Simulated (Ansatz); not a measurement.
**BF₃H₅NSi: basis-set convergence**

The task here is to estimate one member of a computed series from the others.

Computed with Ansatz 0.2.0, Gaussian basis. Level: one geometry, several basis sets.

Levels to be run: PBE0-D4/def2-SVP; ωB97M-V/def2-SVP; PBE0-D4/def2-QZVPP; ωB97M-V/def2-QZVPP; the functionals' def2-TZVPP values are taken from earlier runs.

### The geometry

The geometry comes from an earlier relaxation with PBE0-D4 in a triple-zeta def2 set; it is a stationary point, not always the lowest conformer.

SMILES `F[B-](F)(F)[NH2+][SiH3]`, 11 atoms, charge 0, spin multiplicity 1.

Atoms are counted from 1 here; the program's logs count them from 0.

Bond lengths: F1–B2 1.369 Å, B2–F3 1.378 Å, B2–F4 1.366 Å, B2–N5 1.675 Å, N5–Si6 1.810 Å, N5–H7 1.017 Å, N5–H8 1.017 Å, Si6–H9 1.474 Å, Si6–H10 1.484 Å, Si6–H11 1.473 Å. Angles: F1–B2–F3 113.5°, F1–B2–F4 114.3°, F1–B2–N5 104.5°, F3–B2–F4 113.7°, F3–B2–N5 104.0°, F4–B2–N5 105.5°, B2–N5–Si6 111.5°, B2–N5–H7 106.9°, B2–N5–H8 107.2°, Si6–N5–H7 112.5°, Si6–N5–H8 111.6°, H7–N5–H8 106.7°, N5–Si6–H9 106.9°, N5–Si6–H10 106.5°, N5–Si6–H11 107.3°, H9–Si6–H10 110.4°, H9–Si6–H11 114.4°, H10–Si6–H11 110.9°.

Coordinates:

```xyz
11
charge 0, multiplicity 1
F    -1.5874   -1.5009    0.0550
B    -0.2218   -1.4451   -0.0196
F     0.3927   -1.3811    1.2122
F     0.3331   -2.3656   -0.8632
N     0.0997    0.0464   -0.7114
Si    0.1594    1.3567    0.5358
H    -0.6191    0.2085   -1.4123
H     0.9821   -0.0367   -1.2109
H     1.4666    1.2493    1.2088
H     0.0595    2.6422   -0.1995
H    -0.9993    1.1692    1.4254
```

Set-up of the first run:

in.yaml

```yaml
crystal:
  periodic: [false, false, false]
  atoms:
    - {symbol: F, position_ang: [-1.587373, -1.500868, 0.055003]}
    - {symbol: B, position_ang: [-0.221757, -1.445079, -0.019553]}
    - {symbol: F, position_ang: [0.392666, -1.381104, 1.212221]}
    - {symbol: F, position_ang: [0.333096, -2.365582, -0.863177]}
    - {symbol: N, position_ang: [0.099678, 0.046373, -0.711436]}
    - {symbol: Si, position_ang: [0.159359, 1.356711, 0.535825]}
    - {symbol: H, position_ang: [-0.619106, 0.208456, -1.412318]}
    - {symbol: H, position_ang: [0.982064, -0.036738, -1.210853]}
    - {symbol: H, position_ang: [1.466582, 1.249273, 1.208755]}
    - {symbol: H, position_ang: [0.059517, 2.642234, -0.199499]}
    - {symbol: H, position_ang: [-0.999326, 1.169222, 1.425433]}
basis:
  gaussian: {orbitals: def2-SVP}
hamiltonian: {xc: pbe0, dispersion: d4}
output: {orbitals: {seedname: orbitals}}
```

Launch:

```sh
$ ansatz run in.yaml --threads 4 --pin off --events-out ev --progress --plain --max-ram 10444MiB
```

Among the steps run: PBE0-D4 in def2-SVP; ωB97M-V in def2-SVP; PBE0-D4 in def2-QZVPP; ωB97M-V in def2-QZVPP.

One of the session's tables, all rows but one given; the rest of the session is left out.

It belongs to the step «Density functionals: the series». 

```
functional       basis  HOMO (eV)
   PBE0-D4    def2-SVP          ?
   PBE0-D4  def2-TZVPP      -9.99
   PBE0-D4  def2-QZVPP     -10.01
   ωB97M-V    def2-SVP     -12.19
   ωB97M-V  def2-TZVPP     -12.32
   ωB97M-V  def2-QZVPP     -12.34
```

**Question.** Estimate the row for PBE0-D4, def2-SVP.

The run gave: HOMO (eV): -9.86. In the column «HOMO (eV)» it is the highest.
